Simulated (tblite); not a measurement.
# C4H7BrSeSi: the cost of one run

The runs use tblite 0.8.0 and PySCF 2.14.0, with density-fitted response routines of our own; the level of theory stands in each step. All values are computed, except where a source is named. Atoms are numbered from 0 throughout.

### 1 The starting structure

14 atoms, charge 0, multiplicity 1; geometry from: force field or distance geometry start.

Bonds of the start (Å): C0–C1 1.47, C1–C2 1.21, C2–C3 1.48, C3–Se4 1.94, Se4–Si5 2.29, Si5–Br6 2.27, C0–H7 1.12, C0–H8 1.10, C0–H9 1.13, C3–H10 1.12, C3–H11 1.12, Si5–H12 1.48, Si5–H13 1.45.

### 2 Geometry optimisation with GFN2-xTB

Job settings and geometry (Å):

```
{"job": {"kind": "relax", "xc": "GFN2-xTB", "basis": "xTB"}, "charge": 0, "multiplicity": 1}
C      2.579600     1.197400     0.853500
C      1.661000     0.286000     0.150900
C      0.935500    -0.493700    -0.428500
C      0.048800    -1.414500    -1.175600
Se    -1.411100    -0.336500    -1.851900
Si    -2.957300    -0.059600    -0.183700
Br    -2.080000     1.254200     1.440700
H      3.600300     0.754900     0.951700
H      2.610100     2.170100     0.337000
H      2.118300     1.375400     1.873400
H     -0.313200    -2.224100    -0.494800
H      0.629500    -1.851400    -2.031800
H     -4.110200     0.681700    -0.739300
H     -3.312000    -1.340400     0.396300
```

Started as:

```
$ OMP_NUM_THREADS=1 python probes_run.py task.json out
```

This one command runs all jobs of the session in turn.

Q: Estimate the wall time and peak memory of this first job on 1 thread of Arm Neoverse N1, shared host.

About 2.6 s, with a peak of 0.18 GiB.
